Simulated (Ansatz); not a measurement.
# InWSe3: one candidate of a structure search

Where does this trial cell of InWSe3 go when cell and atoms are let free?

Computed with Ansatz 0.2.0 (DFT PBE, scalar-relativistic, plane waves, PAW, unless a step's input says otherwise).

1 further run of the same task is left out (set aside as unsound or not needed).

**1. Starting point**

Symmetry: R-3m, No. 166, trigonal system. Conventional cell: a = 5.529 Å, b = 5.529 Å, c = 17.545 Å, α = 90.00°, β = 90.00°, γ = 120.00°. In (site symmetry -3m) has 6 Se at 3.33 Å as nearest neighbours. W (site symmetry -3m) is surrounded by 6 Se at 2.76 Å. Se (site symmetry 2/m) is surrounded by 2 W at 2.76 Å and 4 Se at 2.76 Å and 2 In at 3.33 Å.

Coordinates:

```cif
data_structure
_symmetry_space_group_name_H-M 'P 1'
_symmetry_Int_Tables_number 1
_cell_length_a 6.6630
_cell_length_b 6.6630
_cell_length_c 6.6630
_cell_angle_alpha 49.031
_cell_angle_beta 49.031
_cell_angle_gamma 49.031
_cell_volume 154.86
loop_
_atom_site_label
_atom_site_type_symbol
_atom_site_fract_x
_atom_site_fract_y
_atom_site_fract_z
_atom_site_occupancy
In1 In 0.00000 0.00000 0.00000 1
W1 W 0.50000 0.50000 0.50000 1
Se1 Se 0.00000 0.00000 0.50000 1
Se2 Se 0.50000 0.00000 0.00000 1
Se3 Se 0.00000 0.50000 0.00000 1
```

Recipe of the guess: random cell by space group and Wyckoff sites (R-3m, No. 166). Its size is a rough estimate.

**2. A first look at the guess**

Contents of input.yaml:

```yaml
crystal:
  lattice:
    - [2.76471733, 1.5962103, 5.84839695]
    - [-2.76471733, 1.5962103, 5.84839695]
    - [0.0, -3.19242059, 5.84839695]
  atoms:
    - { symbol: In, position: [0.0, 0.0, 0.0] }
    - { symbol: W, position: [0.5, 0.5, 0.5] }
    - { symbol: Se, position: [0.0, 0.0, 0.5] }
    - { symbol: Se, position: [0.5, 0.0, 0.0] }
    - { symbol: Se, position: [0.0, 0.5, 0.0] }
basis:
  ecutwfc: 420
kpoints:
  mp_grid: { grid: [6, 6, 6] }
hamiltonian:
  xc: pbe
scf:
  occupations: { method: gaussian, width: 0.1 }
  lower_state_search: "off"
output:
  forces: true
  stress: true
  eigenvalues: true
```

On the command line:

```sh
$ ansatz run input.yaml --threads 1 --pin off --max-ram 2560MiB --backend cpu --events-out ev --progress --plain --runs-dir out
```

Log, shortened:

```text
[...]
SCF converged after 8 iterations
Free energy (F): -32385.204517 eV
[...]
E sigma→0 (E₀):  -32385.193004 eV
Entropy (-TS):   -0.023025 eV (-4.605 meV/atom)
Fermi energy:    7.411981 eV
[...]
--- Forces (eV/Å), atoms counted from 1 ---
  atom   1  In     0.00000000     0.00000000     0.00000000
  atom   2  W      0.00000000     0.00000000     0.00000000
  atom   3  Se     0.00000000     0.00000000    -0.00000000
  atom   4  Se    -0.00000000     0.00000000     0.00000000
  atom   5  Se    -0.00000000     0.00000000    -0.00000000
[...]
--- Stress (GPa, compression-positive) ---
       -1.424939      -0.000000       0.000000
        0.000000      -1.424939       0.000000
        0.000000       0.000000       0.310302
  P = ⅓ Tr σ = -0.8465 GPa (-8.465 kbar)
--- Band table (eV; the first three rows and the last of 32) ---
[...]
```

Run time: 11 s. Hardware: 1 thread of Arm Neoverse V2, shared host; peak memory 0.53 GiB.

Read-out: pressure -0.8 GPa, largest force 0.00 eV/Å, gap on this mesh none (metal). A guess like this is first relaxed loosely on the coarse mesh.

**3. Rough relaxation on the coarse mesh**

Edit input.yaml of step 2 so:

```diff
@@ -24 +24,9 @@
   eigenvalues: true
+  populations: true
+magnetization:
+  spin_polarized: true
+relax:
+  adjacent_minimum: "off"
+  f_tol: 0.04
+  max_steps: 70
+  cell: { stress_tol: 0.4 }
```

On the command line:

```sh
$ ansatz run input.yaml --threads 1 --pin off --max-ram 2560MiB --backend cpu --events-out ev --progress --plain --runs-dir out
```

Log:

```text
Warning: RAYON_NUM_THREADS=1 ignored (pool sized by the plan → 1); use --threads N
Engine: ansatz 0.2.0, aarch64-unknown-linux-gnu
Pseudopotentials: kind: paw
Pseudopotential: In, paw, valence charge 13, recommended cutoff 420 eV (normal), In.paw.azcp
Pseudopotential: W, paw, valence charge 14, recommended cutoff 420 eV (normal), W.paw.azcp
Pseudopotential: Se, paw, valence charge 16, recommended cutoff 420 eV (normal), Se.paw.azcp
Functional definition: PBE
  parameter kappa = 0.804
  parameter beta = 0.06672455060314922
  exchange = pbe_x(kappa = kappa, mu = beta*pi^2/3)
  correlation = pbe_c(beta = beta)
Crystal: 5 atoms, lattice volume = 154.856 Å³
Basis set: ecut = 420 eV, 3049 PW (Γ), exchange–correlation on 90×90×90 points (8 copies of the dense FFT grid, shifted against one another)
Bands: 45, of which v1, the nominal top of the filled ones, is band 38 counted from 1 (37 counted from 0)
Symmetry: 12 space group operations
Space group: R-3m (ITA 166), of the structure as read, at distance tolerance 5.4e-5 Å
k-points: 32 of 216
Non-local potential: In, projectors of the file, l = 0: 2, l = 1: 2, l = 2: 2, l = 3: 2
Non-local potential: W, projectors of the file, l = 0: 3, l = 1: 2, l = 2: 2, l = 3: 1
Non-local potential: Se, projectors of the file, l = 0: 2, l = 1: 2, l = 2: 3, l = 3: 1
PAW form: soft (Blöchl's): semilocal exchange-correlation on the pseudo side does not see the compensation charge
PAW one-centre angular grid: In, 590 points (default); XC on 64 Gauss nodes
PAW one-centre angular grid: W, 590 points (default); XC on 64 Gauss nodes
PAW one-centre angular grid: Se, 590 points (default); XC on 64 Gauss nodes
Initial density: superposition of atomic densities (chi_scale 0.1, normalization cell, long waves kept (reshape's long-wave potential 0.03 eV rms))
Initial wavefunctions: pseudopotential atomic-orbital guess
Functional: x = pbe(κ = 0.804, μ = 0.2195149727645171), c = pbe(β = 0.06672455060314922)
SCF iter   1: F=—  HF=-32386.534819 eV  |F-HF|=—  |Δ(HF+E_count)|=         —  Δρ=1.71e-2 (↑1.71e-2 ↓1.71e-2)  dr2=4.28e0  dr2_m=0.00e0  M=0.000 μB ∫|m|=0.000 μB  β_m=0.30  ethr=3.10e-3  ⟨swp⟩=5.9  Hψ=4898  notcnv=0
preconditioner: auto → none  [metal: Δε(μ)=0.001 eV  Ē_g=10.390 eV  σ=0.100 eV  W_gap=0.00  n_scr=34 (ndim 8)  ℏωp=18.2 eV  f_vac=0.187  D(μ)=6.72/eV (n_scr^D=58)  sad-step TF]
SCF iter   2: F=—  HF=-32385.955624 eV  |F-HF|=—  |Δ(HF+E_count)|=   5.79e-1  Δρ=1.21e-2 (↑1.21e-2 ↓1.21e-2)  dr2=2.27e0  dr2_m=0.00e0  M=0.000 μB ∫|m|=0.000 μB  β_m=0.63  ethr=3.10e-3  ⟨swp⟩=2.0  Hψ=1807  notcnv=0  defer=34
SCF iter   3: F=—  HF=-32385.384896 eV  |F-HF|=—  |Δ(HF+E_count)|=   5.71e-1  Δρ=8.44e-3 (↑8.44e-3 ↓8.44e-3)  dr2=1.28e0  dr2_m=0.00e0  M=0.000 μB ∫|m|=0.000 μB  β_m=0.49  ethr=3.03e-3  ⟨swp⟩=3.3  Hψ=3019  notcnv=0  defer=42
SCF iter   4: F=—  HF=-32382.026912 eV  |F-HF|=—  |Δ(HF+E_count)|=    3.36e0  Δρ=4.23e-2 (↑4.23e-2 ↓4.01e-2)  dr2=3.62e-1  dr2_m=2.28e0  M=5.525 μB ∫|m|=5.575 μB  ethr=1.71e-3  ⟨swp⟩=2.7  Hψ=2073  notcnv=0  defer=43
Mixer restart at iter 4: flushing history
SCF iter   5: F=—  HF=-32385.546487 eV  |F-HF|=—  |Δ(HF+E_count)|=         —  Δρ=1.66e-2 (↑1.21e-2 ↓1.66e-2)  dr2=7.32e-1  dr2_m=1.58e-1  M=3.775 μB ∫|m|=3.844 μB  β_m=0.49  ethr=4.82e-4  ⟨swp⟩=4.4  Hψ=7464  notcnv=0  defer=78
SCF iter   6: F=—  HF=-32385.735333 eV  |F-HF|=—  |Δ(HF+E_count)|=   1.89e-1  Δρ=1.42e-2 (↑1.42e-2 ↓7.42e-3)  dr2=1.17e0  dr2_m=6.28e-2  M=3.810 μB ∫|m|=3.927 μB  β_m=0.42  ethr=4.82e-4  ⟨swp⟩=3.1  Hψ=4944  notcnv=0  defer=128
SCF iter   7: F=—  HF=-32385.591200 eV  |F-HF|=—  |Δ(HF+E_count)|=   1.44e-1  Δρ=7.30e-3 (↑7.19e-3 ↓7.30e-3)  dr2=2.56e-1  dr2_m=3.85e-2  M=3.724 μB ∫|m|=3.818 μB  β_m=0.41  ethr=4.82e-4  ⟨swp⟩=2.9  Hψ=4997  notcnv=0  defer=130
SCF iter   8: F=—  HF=-32385.597851 eV  |F-HF|=—  |Δ(HF+E_count)|=   6.65e-3  Δρ=3.57e-3 (↑3.01e-3 ↓3.57e-3)  dr2=1.39e-2  dr2_m=1.12e-2  M=3.730 μB ∫|m|=3.865 μB  β_m=0.43  ethr=3.42e-4  ⟨swp⟩=2.0  Hψ=3709  notcnv=0  defer=117
SCF iter   9: F=—  HF=-32385.610062 eV  |F-HF|=—  |Δ(HF+E_count)|=   1.22e-2  Δρ=1.13e-3 (↑1.10e-3 ↓1.13e-3)  dr2=3.52e-4  dr2_m=1.64e-3  M=3.701 μB ∫|m|=3.861 μB  β_m=0.53  ethr=1.86e-5  ⟨swp⟩=2.1  Hψ=4379  notcnv=0  defer=113
SCF iter  10: F=—  HF=-32385.612388 eV  |F-HF|=—  |Δ(HF+E_count)|=   2.33e-3  Δρ=3.83e-4 (↑3.34e-4 ↓3.83e-4)  dr2=8.75e-5  dr2_m=1.75e-4  M=3.699 μB ∫|m|=3.874 μB  β_m=0.62  ethr=4.70e-7  ⟨swp⟩=2.3  Hψ=4709  notcnv=0  defer=113
SCF iter  11: F=—  HF=-32385.612688 eV  |F-HF|=—  |Δ(HF+E_count)|=   3.00e-4  Δρ=1.91e-4 (↑1.91e-4 ↓9.34e-5)  dr2=4.29e-5  dr2_m=2.78e-5  M=3.697 μB ∫|m|=3.878 μB  β_m=0.65  ethr=1.17e-7  ⟨swp⟩=2.2  Hψ=4391  notcnv=0  defer=113
SCF iter  12: F=—  HF=-32385.612721 eV  |F-HF|=—  |Δ(HF+E_count)|=   3.30e-5  Δρ=4.92e-5 (↑4.92e-5 ↓2.22e-5)  dr2=4.05e-6  dr2_m=1.68e-6  M=3.697 μB ∫|m|=3.882 μB  β_m=0.83  ethr=5.72e-8  ⟨swp⟩=2.0  Hψ=3735  notcnv=0  defer=113
iter 13 did not close the SCF: its close was put off for a magnetic moment that had not settled (scf_convergence_deferred on its scf_iter line)
SCF iter  13: F=-32385.612724 eV  HF=-32385.612724 eV  |F-HF|=4.02e-8  |Δ(HF+E_count)|=   2.30e-6  Δρ=5.88e-6 (↑5.38e-6 ↓5.88e-6)  dr2=8.33e-8  dr2_m=2.69e-8  M=3.697 μB ∫|m|=3.883 μB  β_m=0.79  ethr=1.33e-10  ⟨swp⟩=9.0  Hψ=14776  notcnv=0
iter 14 did not close the SCF: its close was put off until two iterations running show no level that it waits for move by more than its bar (scf_convergence_deferred on its scf_iter line)
SCF iter  14: F=-32385.612724 eV  HF=-32385.612724 eV  |F-HF|=4.42e-9  |Δ(HF+E_count)|=   2.74e-8  Δρ=1.90e-6 (↑1.90e-6 ↓1.57e-6)  dr2=9.88e-9  dr2_m=2.62e-9  M=3.698 μB ∫|m|=3.883 μB  β_m=0.76  ethr=1.11e-10  ⟨swp⟩=2.1  Hψ=10614  notcnv=0
SCF iter  15: F=-32385.612724 eV  HF=-32385.612724 eV  |F-HF|=1.02e-10  |Δ(HF+E_count)|=   3.31e-9  Δρ=5.37e-7 (↑5.37e-7 ↓3.76e-7)  dr2=4.19e-10  dr2_m=2.49e-10  M=3.698 μB ∫|m|=3.883 μB  ethr=1.32e-11  ⟨swp⟩=2.0  Hψ=8355  notcnv=0
SCF 1 converged in 15 iterations: F = -32385.612724 eV  dr2 = 4.19e-10
relax step   1: F+E_penalty+E_count = -32385.61272366 eV  Δ(F+E_penalty+E_count) = +0.000e0 eV  max|allowed force component| = 2.188e-29 eV/Å  Δτ_max = 0.0000 Å  P = +2.055 GPa  Ω = 154.856 Å³  (15 SCF iters, dr2 threshold 1.00e-7 eV, accepted)
[... 17 lines left out ...]
relax step   2: F+E_penalty+E_count = -32385.66994438 eV  Δ(F+E_penalty+E_count) = -5.722e-2 eV  max|allowed force component| = 1.161e-28 eV/Å  Δτ_max = 0.0000 Å  P = -1.331 GPa  Ω = 162.963 Å³  energy of the carried Pulay correction = -9.455e-4 eV  (9 SCF iters, dr2 threshold 5.00e-7 eV, accepted)
[... 15 lines left out ...]
relax step   3: F+E_penalty+E_count = -32385.69278417 eV  Δ(F+E_penalty+E_count) = -2.284e-2 eV  max|allowed force component| = 5.974e-29 eV/Å  Δτ_max = 0.0000 Å  P = -0.223 GPa  Ω = 159.177 Å³  energy of the carried Pulay correction = -5.329e-4 eV  (8 SCF iters, dr2 threshold 5.00e-7 eV, accepted)
[... 11 lines left out ...]
relax step   4: F+E_penalty+E_count = -32385.69324626 eV  Δ(F+E_penalty+E_count) = -4.621e-4 eV  max|allowed force component| = 6.185e-29 eV/Å  Δτ_max = 0.0000 Å  P = -0.226 GPa  Ω = 159.177 Å³  stress off target by 2.80e-1 GPa  SCF on the basis re-selected at this cell (its energy is not comparable with the rows above)  (7 SCF iters)
basis re-selected at this cell: Δ(F+E_penalty+E_count) = -4.621e-4 eV, ΔP = -0.003 GPa vs the last step (what re-selecting the basis moved, of the pressure what is left beyond the Pulay correction that the steps carried, after the strain that the cell walked since its last selection, with what the two solves' SCF thresholds leave and, on support functions, any second-order correction that the steps lacked; it is no measure of the basis error at this ecutwfc). This SCF's stress stands 2.80e-1 GPa from its target on what of the cell is left free (relax.cell.stress_tol is 4.00e-1 GPa) and its largest allowed force component is 6.18e-29 eV/Å (relax.f_tol is 4.00e-2 eV/Å): within both
SCF converged after 7 iterations
Magnetization: 3.7766 μB (39.3883 up, 35.6117 down)
Absolute magnetization: 3.9954 μB (∫|ρ↑−ρ↓|, with the PAW one-centre terms)
Spin contamination: 0.0504 ħ² per cell (⟨S²⟩ above its minimum at these occupations)
Per-site moments (μB) at R_I (Å): [(0.03565519320605794, 1.363290462981269), (2.539283965118838, 1.1663828771443865), (0.015889045955894274, 1.1663828771443863), (0.015889045955894788, 1.1663828771443863), (0.01588904595589471, 1.1663828771443863)]
Free energy (F): -32385.693246 eV
Harris-Foulkes:  -32385.693246 eV  (|F-HF|=2.17e-8)
Internal energy: -32385.681903 eV  (E = F + TS)
E sigma→0 (E₀):  -32385.687575 eV
Entropy (-TS):   -0.011343 eV (-2.269 meV/atom)
Fermi energy:    7.201531 eV
--- Per-component energies (eV) ---
  E_band       = -1587.299591
  E_kinetic    = 1039.574241
  E_local      = -12314.413478  (includes V_loc(G=0)·N_el)
  E_nonlocal   = -1412.949023
  E_hartree    = 5748.095555
  E_xc         = -791.784771
  E_vxc        = -627.884151  (∫ρ·V_xc dr)
  E_paw        = -18448.735264  (= ΣΔE_a)
  E_vpaw       = 232.181227  (= ΣTr[D̂ρ^β])
  E_aug_tail   = -0.001783  (compensation charges beyond the density's cutoff)
  E_ewald      = -6205.467381
  E_smearing   = -0.011343  (= −TS)
  E_closure    = 0.000000  (closes the sum)
  Σ components = -32385.693246   (vs F -32385.693246, Δ=0.00e0)
--- Forces (eV/Å), atoms counted from 1 ---
  atom   1  In    -0.00000000     0.00000000    -0.00000000
  atom   2  W      0.00000000     0.00000000    -0.00000000
  atom   3  Se     0.00000000    -0.00000000    -0.00000000
  atom   4  Se    -0.00000000     0.00000000    -0.00000000
  atom   5  Se     0.00000000    -0.00000000    -0.00000000
  max |Σ_I F_I| component: 1.96e-28 eV/Å
--- Stress (GPa, compression-positive) ---
       -0.198963       0.000000       0.000000
        0.000000      -0.198963      -0.000000
        0.000000      -0.000000      -0.280004
  P = ⅓ Tr σ = -0.2260 GPa (-2.260 kbar)
--- Band table (eV; the first three rows and the last of 64) ---
  k-point 0 ↑: bands = ["-67.5855", "-41.3754", "-41.3654", "-41.3654", "-41.3532", "-41.3532", "-41.3369", "-41.2482", "-41.2406", "-41.2406", "-41.1696", "-41.1696", "-41.1665", "-41.1554", "-41.1477", "-41.1477", "-32.0666", "-32.0666", "-32.0091", "-8.3654", "-7.3787", "-7.3787", "-7.3632", "-7.3632", "-7.2949", "-5.1651", "-5.1651", "0.0605", "1.7835", "1.7835", "2.4018", "2.7627", "5.2624", "5.2624", "5.6365", "5.6365", "5.7213", "6.4157", "6.4157", "6.4232", "7.9392", "9.6731", "9.6731", "10.7619", "10.7619"]
[... 3 lines left out ...]
--- Relaxed structure (3 steps of the walk, 3 accepted, 1 SCFs on fresh bases) ---
  F+E_penalty+E_count = -32385.69324626 eV   max|allowed force component| = 6.185e-29 eV/Å   (the final SCF, on the basis selected at the relaxed cell)
  cell:  # Å, volume = 159.1773 Å³
    - [2.827594853683362, 1.6325126515711168, 5.747199082264153]
    - [-2.827594853683362, 1.6325126515711168, 5.747199082264153]
    - [-2.2582148937298813e-34, -3.265025298228751, 5.747199083659845]
  atoms:
    - { symbol: In, position: [-3.1671934988831227e-35, -6.998548904621199e-35, -1.3956144264652222e-34] }
    - { symbol: W, position: [0.5, 0.5, 0.5] }
    - { symbol: Se, position: [0.0, 0.0, 0.4999999999999999] }
    - { symbol: Se, position: [0.5, -2.7755575615628914e-17, 2.7755575615628914e-17] }
    - { symbol: Se, position: [-2.7755575615628914e-17, 0.5, 2.7755575615628914e-17] }
--- Löwdin populations: 5 sites ---
  site symbol       q [e]    m [muB]
     0     In     12.9116     0.0908
     1      W     13.4972     3.6063
     2     Se     16.1219     0.0074
     3     Se     16.1219     0.0074
     4     Se     16.1219     0.0074
  spilling = 0.003006 (of n_electrons = 75.000000)
```

Wall time 2.3 min (1 thread of Arm Neoverse V2, shared host); peak memory 0.68 GiB.

The steps of the relaxation:

```
step  E - E(step 1) (eV/cell)  largest force component (eV/Å)  pressure (GPa)  volume (Å³)
   1                   0.0000                          0.0000            2.05       154.86
   2                  -0.0572                          0.0000           -1.33       162.96
   3                  -0.0801                          0.0000           -0.22       159.18
   4                  -0.0805                          0.0000           -0.23       159.18
```

Step 1 is the start. Step 4 repeats the geometry before it on a plane-wave basis chosen anew for that cell, so its energy need not be comparable with the rows above.

Lengths and angles in the start's conventional setting:

|  | before | after | change |
| --- | --- | --- | --- |
| a (Å) | 5.529 | 5.655 | +2.3 % |
| b (Å) | 5.529 | 5.655 | +2.3 % |
| c (Å) | 17.545 | 17.242 | -1.7 % |
| volume (Å³/atom) | 30.97 | 31.84 | +2.8 % |
| shortest distance (Å) | 2.765 | 2.828 | +2.3 % |
| space group (0.01 Å) | R-3m | R-3m | same |

The run keeps the 12 symmetry operations of the start, so it could not have lowered the symmetry.

Per atom:

```tsv
atom	moment in the atom's sphere (μB)	Löwdin electrons
In1	0.04	12.91
W2	2.54	13.50
Se3	0.02	16.12
Se4	0.02	16.12
Se5	0.02	16.12
```

The Löwdin counts miss 0.23 of the 75 electrons, which the atomic orbitals do not span, so they are no charges.

[end of part 1 of 2]
